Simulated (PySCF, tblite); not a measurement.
# C6H12BNO: geometry, infrared bands and NMR shifts

What infrared bands and NMR shifts should C6H12BNO (`CC#[N+][B@@H-]1OCC[C@H]1C`) show?

Programs: tblite 0.8.0 and PySCF 2.14.0, with density-fitted response routines of our own. Each step states its level of theory. These are calculated values for one molecule in the gas phase, unless marked as measured. Atoms are numbered from 0 throughout.

### 1 The starting structure

21 atoms, charge 0, multiplicity 1; geometry from: force field or distance geometry start.

Bonds of the start (Å): C0–C1 1.47, C1–N2 1.15, N2–B3 1.49, B3–O4 1.49, O4–C5 1.42, C5–C6 1.52, C6–C7 1.52, C7–C8 1.53, C7–B3 1.59, C0–H9 1.10, C0–H10 1.10, C0–H11 1.11, B3–H12 1.21, C5–H13 1.12, C5–H14 1.10, C6–H15 1.10, C6–H16 1.12, C7–H17 1.11, C8–H18 1.11, C8–H19 1.11, C8–H20 1.12.

### 2 Relaxing the molecule with GFN2-xTB

What the job is given:

```
{"job": {"kind": "relax", "xc": "GFN2-xTB", "basis": "xTB"}, "charge": 0, "multiplicity": 1}
C      3.843900     0.721900    -0.044300
C      2.433000     0.423300     0.251100
N      1.341300     0.173100     0.504300
B     -0.091200    -0.127100     0.799800
O     -0.248600    -1.599400     1.005700
C     -1.022600    -2.068900    -0.084300
C     -1.871400    -0.932100    -0.628900
C     -1.028500     0.309100    -0.406300
C     -1.878500     1.538800    -0.100400
H      4.389800    -0.221100    -0.200300
H      4.282300     1.278700     0.803100
H      3.882400     1.342800    -0.959500
H     -0.405900     0.422100     1.827600
H     -0.333800    -2.449400    -0.879700
H     -1.665800    -2.898000     0.259200
H     -2.109300    -1.085900    -1.689000
H     -2.821300    -0.884700    -0.043100
H     -0.422300     0.492900    -1.319000
H     -1.224800     2.423600     0.071400
H     -2.544900     1.765600    -0.955600
H     -2.512600     1.391800     0.808300
```

Command:

```console
OMP_NUM_THREADS=1 python probes_run.py task.json out
```

One launch serves the whole session: the jobs run in the order shown.

**Question.** This job is followed by: GFN2-xTB harmonic vibrations, gas phase; GIAO PBE0/pcSseg-1 NMR shielding, non-relativistic, gas phase. Predict these results of the whole session: strongest single infrared mode (GFN2-xTB); zero-point energy (GFN2-xTB); ¹³C shifts against TMS (PBE0/pcSseg-1); ¹H shifts against TMS (PBE0/pcSseg-1, means over atoms taken as alike); ¹⁵N shifts against NH3 (PBE0/pcSseg-1); ¹¹B shifts against BF3·OEt2 (PBE0/pcSseg-1); ¹⁷O shifts against H2O (PBE0/pcSseg-1); surface potential, 1st and 99th percentile.

**Answer**, as computed:

| quantity | value |
| --- | --- |
| strongest single infrared mode (GFN2-xTB) | 2511 cm⁻¹, 165 km/mol |
| zero-point energy (GFN2-xTB) | 108.5 kcal/mol |
| ¹³C shifts against TMS (PBE0/pcSseg-1) | 123.7, 73.4, 42.5, 33.1, 22.6, 1.8 ppm |
| ¹H shifts against TMS (PBE0/pcSseg-1, means over atoms taken as alike) | 4.30, 3.91, 2.80, 2.42, 1.82, 1.22, 1.10, 0.84 ppm |
| ¹⁵N shifts against NH3 (PBE0/pcSseg-1) | 248.2 ppm |
| ¹¹B shifts against BF3·OEt2 (PBE0/pcSseg-1) | -5.3 ppm |
| ¹⁷O shifts against H2O (PBE0/pcSseg-1) | 97.1 ppm |
| surface potential, 1st and 99th percentile | -2.25 V and 1.97 V |

In words: The optimisation took 112 steps and gained 0.307 eV; among the close pairs (by a distance rule), N2–B3 changed most, from 1.493 to 1.557 Å. All 57 modes are real, so the xTB geometry is a minimum. The strongest single mode, at 2511 cm⁻¹, moves mainly H12. Unscaled tight-binding wavenumbers are off by several per cent, some by more. Its intensities can rank the bands wrongly. At PBE0/pcSseg-1: Shielding is most anisotropic at N2 (span 483 ppm, paramagnetic term -317 ppm). At PBE0/pcSseg-1, counted by nearest atom on the grid, the HOMO lies on O4 56 %; H13 12 %, the LUMO on C1 41 %; N2 31 %.
